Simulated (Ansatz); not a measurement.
# OTa: the cost of one run

Computed with Ansatz 0.2.0 (the levels named in each step, unless a step's input says otherwise).

## 1. Starting point

Bond lengths: O1–Ta2 1.700 Å.

As a file:

```xyz
2

O     0.0000    0.0000    0.0000
Ta    0.0000    0.0000    1.6999
```

## 2. A rough first relaxation, PBE-D4/def2-SVP

Input file input.yaml:

```yaml
crystal:
  periodic: [false, false, false]
  atoms:
    - { symbol: O, position_ang: [0.0, 0.0, 0.0] }
    - { symbol: Ta, position_ang: [0.0, 0.0, 1.69985] }
total_charge: 1
basis:
  gaussian: { orbitals: def2-SVP }
hamiltonian:
  xc: pbe
  dispersion: d4
relax:
  f_tol: 0.03
  max_steps: 200
```

On the command line:

```console
ansatz run input.yaml --threads 2 --pin off --max-ram 5120MiB --backend cpu --events-out ev --progress --plain --runs-dir out
```

**Question.** How long does this run take on 2 threads of Intel Xeon Platinum 8259CL at 2.50GHz (Skylake/Cascade Lake), shared host, and how much memory does it need?

About 6.1 s, with a peak of 0.12 GiB.
